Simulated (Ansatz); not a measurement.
Working through a geometry optimisation of C₂H₅ClSi, SMILES Cl[SiH]1CC1

Computed with the Ansatz DFT code, driven from Python.

The cells in order, each with its output:

In [1]:
```python
import itertools

import ansatz
from ase import Atoms
from ase.data import atomic_numbers, covalent_radii
import numpy as np
```

In [2]:
```python
BASIS_SET = "6-31G*"
FUNCTIONAL = "cam_b3lyp"
```

In [3]:
```python
atoms = Atoms(["Cl", "Si", "C", "C", "H", "H", "H", "H", "H"], positions=[
    [-0.76, -0.6756, -2.3787],
    [-0.1565, 0.5998, -0.9149],
    [0.9251, -0.1427, 0.3043],
    [-0.384, -0.3102, 0.7254],
    [-0.8836, 1.8733, -0.7753],
    [1.5072, -1.0064, -0.0034],
    [1.5971, 0.5448, 0.8948],
    [-0.893, -1.2662, 0.5919],
    [-0.8636, 0.3368, 1.5386],
])
geometry = ansatz.Crystal.molecule_from_ase(atoms)
```

In [4]:
```python
calculation = (
    geometry.calculation()
    .basis(gaussian=BASIS_SET)
    .functional(FUNCTIONAL)
)
symbols = [site.symbol for site in geometry.cartesian_sites]
start = np.array([site.position_ang for site in geometry.cartesian_sites], dtype=float)
data = calculation.relax(force_tolerance=0.01).run(threads=1, pin="off").report
end = np.array(data["positions_ang"])

print("reference energy %16.6f eV" % data["reference_energy_ev"])
print("total energy     %16.6f eV" % data["free_energy_ev"])
print("occupied orbitals outside the frozen core (up, down):", data["n_occupied"], " frozen:", data["n_frozen"], " virtual:", data["n_virtual"])
```
```text
reference energy    -22554.118852 eV
total energy        -22554.118852 eV
occupied orbitals outside the frozen core (up, down): [24, 24]  frozen: 0  virtual: [54, 54]
```

In [5]:
```python
# pairs closer than 1.2 times the sum of covalent radii, before or after
radius = [covalent_radii[atomic_numbers[s]] for s in symbols]
span = lambda where, i, j: np.linalg.norm(where[i] - where[j])
bonded = [(i, j) for i, j in itertools.combinations(range(len(symbols)), 2) if min(span(start, i, j), span(end, i, j)) < 1.2 * (radius[i] + radius[j])]
print("pair        before    after (A)")
for i, j in bonded:
    print(f"{symbols[i]}{i}-{symbols[j]}{j}".ljust(10), f"{span(start, i, j):8.4f} {span(end, i, j):8.4f}")
for first, second in list(itertools.combinations(bonded, 2)):
    shared = set(first) & set(second)
    if shared and symbols[(j := shared.pop())] != "H":
        i, k = sorted((set(first) | set(second)) - {j})
        u, v = end[i] - end[j], end[k] - end[j]
        angle = np.degrees(np.arccos(np.clip(u @ v / np.linalg.norm(u) / np.linalg.norm(v), -1, 1)))
        print(f"final angle {symbols[i]}{i}-{symbols[j]}{j}-{symbols[k]}{k}: {angle:.2f} deg")
```
```text
pair        before    after (A)
Cl0-Si1      2.0331   2.0603
Si1-C2       1.7910   1.8374
Si1-C3       1.8896   1.8374
Si1-H4       1.4731   1.4715
C2-C3        1.3853   1.5657
C2-H5        1.0860   1.0875
C2-H6        1.1282   1.0880
C3-H7        1.0913   1.0875
C3-H8        1.1445   1.0880
final angle Cl0-Si1-C2: 119.55 deg
final angle Cl0-Si1-C3: 119.46 deg
final angle Cl0-Si1-H4: 110.41 deg
final angle C2-Si1-C3: 50.44 deg
final angle C2-Si1-H4: 122.63 deg
final angle Si1-C2-C3: 64.78 deg
final angle Si1-C2-H5: 119.71 deg
final angle Si1-C2-H6: 120.18 deg
final angle C3-Si1-H4: 122.68 deg
final angle Si1-C3-C2: 64.78 deg
final angle Si1-C3-H7: 119.72 deg
final angle Si1-C3-H8: 120.13 deg
final angle C3-C2-H5: 115.43 deg
final angle C3-C2-H6: 116.33 deg
final angle C2-C3-H7: 115.44 deg
final angle C2-C3-H8: 116.32 deg
final angle H5-C2-H6: 112.29 deg
final angle H7-C3-H8: 112.31 deg
```

In [6]:
```python
charges = data["charge_distribution"]
print("dipole moment", round(4.803205 * float(np.linalg.norm(charges["dipole_moment_e_ang"])), 3), "D")
print("Mulliken:", [(s, round(q, 3)) for s, q in zip(symbols, charges["mulliken_charges_e"])])
```
```text
dipole moment 1.823 D
Mulliken: [('Cl', -0.245), ('Si', 0.474), ('C', -0.458), ('C', -0.458), ('H', -0.035), ('H', 0.185), ('H', 0.177), ('H', 0.185), ('H', 0.177)]
```

Notes:
- Total energies depend on the basis set; only differences at equal settings carry meaning.
- The end point is the stationary point reached from this start; no frequency run checks that it is a minimum, and the basis set is modest.
- Hardware and time: 32 s on 1 thread of Arm Neoverse V2, on a shared host, peak memory 0.25 GiB.

(Lines on the test bed's own set-up are left out of the output.)
